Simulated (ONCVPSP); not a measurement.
**Pseudopotential generation for W: ONCV, PBEsol**

Task: generate the file, and judge it by its errors in other configurations, its logarithmic derivatives, its ghosts and its cutoff.

Program: ONCVPSP 4.0.1. Reference atom: PBEsol, scalar-relativistic, spherical and spin-unpolarised. All values are calculated.

### Step 1. The design

Typed settings, in words:

| Property | Result |
| --- | --- |
| element | tungsten (W, Z = 74) |
| type | optimised norm-conserving Vanderbilt (ONCV) |
| frozen core | [Kr] 4d10 4f14 |
| valence charge | 14 |
| reference configuration | 5s2 5p6 5d5 6s1 |
| partial waves | 5s+6s: rc 2.00 bohr, ncon 4, nbas 7, qcut 6.1 1/bohr, 2 projectors; 5p: rc 1.50 bohr, ncon 5, nbas 10, qcut 8.7 1/bohr, 1 projector; 5d: rc 2.30 bohr, ncon 3, nbas 8, qcut 7.1 1/bohr, 1 projector |
| local potential | polynomial inside 1.35 bohr (lpopt 5, dvloc0 -1 Ha) |
| core correction | Teter function, fcfact 1.75, rcfact 1.65 |

The nodes and maxima of the atom's own shells, from an earlier all-electron run, set the scale for the radii.

All-electron outer shells of the reference configuration (PBEsol, scalar-relativistic, ld1.x):

| shell | level (eV) | outermost node (bohr) | outermost maximum (bohr) |
| --- | --- | --- | --- |
| 5s | -77.17 | 0.53 | 0.96 |
| 5p | -41.42 | 0.57 | 1.09 |
| 4f | -31.27 | – | 0.43 |
| 6s | -5.18 | 1.28 | 2.71 |
| 5d | -3.34 | 0.63 | 1.52 |
| 6p | -1.10 | 1.55 | 3.89 |

### Step 2. Generation

File W.dat:

```
# ATOM AND REFERENCE CONFIGURATION
# atsym  z   nc   nv     iexc    psfile
  W 74.00   10    4  -116133      upf
#
#   n    l    f
    1    0    2.00
    2    0    2.00
    2    1    6.00
    3    0    2.00
    3    1    6.00
    3    2   10.00
    4    0    2.00
    4    1    6.00
    4    2   10.00
    4    3   14.00
    5    0    2.00
    5    1    6.00
    5    2    5.00
    6    0    1.00
#
# PSEUDOPOTENTIAL AND OPTIMIZATION
# lmax
    2
#
#   l,   rc,      ep,       ncon, nbas, qcut
    0    2.00    0.00    4    7    6.10
    1    1.50    0.00    5   10    8.70
    2    2.30    0.00    3    8    7.10
#
# LOCAL POTENTIAL
# lloc, lpopt,  rc(5),   dvloc0
    4    5    1.35   -1.00
#
# VANDERBILT-KLEINMAN-BYLANDER PROJECTORs
# l, nproj, debl
    0    2    0.70
    1    1    1.20
    2    1    1.10
#
# MODEL CORE CHARGE
# icmod, fcfact, rcfact
    3    1.75    1.65
#
# LOG DERIVATIVE ANALYSIS
# epsh1, epsh2, depsh
   -4.00    5.00    0.02
#
# OUTPUT GRID
# rlmax, drl
    6.00    0.01
#
# TEST CONFIGURATIONS
# ncnf
    4
# nvcnf
#   n    l    f
    4
    5    0    2.00
    5    1    6.00
    5    2    4.00
    6    0    2.00
#
    4
    5    0    2.00
    5    1    6.00
    5    2    4.00
    6    0    1.00
#
    4
    5    0    2.00
    5    1    6.00
    5    2    4.00
    6    0    0.00
#
    4
    5    0    2.00
    5    1    6.00
    5    2    3.00
    6    0    0.00
#
```

Started as:

```
$ oncvpsp.x < W.dat > W.out
```

**Question.** What will these runs give? Wanted: cutoffs for 1 and 0.1 mHa per electron, occupied waves; bound ghosts; GHOST(+) flags; largest test error; largest phase difference near zero energy, channels read; rms error of d²Exc/dn², without and with the model core.

As calculated:

```
                                                quantity                                            value
  cutoffs for 1 and 0.1 mHa per electron, occupied waves                                  30 Ha and 35 Ha
                                            bound ghosts                                       none found
                                          GHOST(+) flags                                      s at 110 eV
                            largest test error (AE − PS)  -3.9 meV, for 5s2 5p6 5d4 6s0 (1 test unsolved)
largest phase difference near zero energy, channels read                                        0.008 rad
 rms error of d²Exc/dn², without and with the model core                                8.07 and 1.88 mHa
```

**Reading.** By total energies transferability is very good where solved: the largest error is 3.9 meV on 23.1 eV, for 5s2 5p6 5d4 6s0. Of the tests 1 gave no usable energy difference, which is a warning in itself. It counts as of middling hardness, with 30 Ha needed at the looser tolerance. At the looser tolerance the 5p wave is the slowest; 5d needs 14 Ha. The program's ghost test flags no bound state. Near zero energy the phases of the channels with partial waves agree within 0.008 rad. The program also flags highly localised states, GHOST(+) (s). Note that the frozen 4f shell (-31 eV) lies higher than the valence 5s shell (-77 eV).
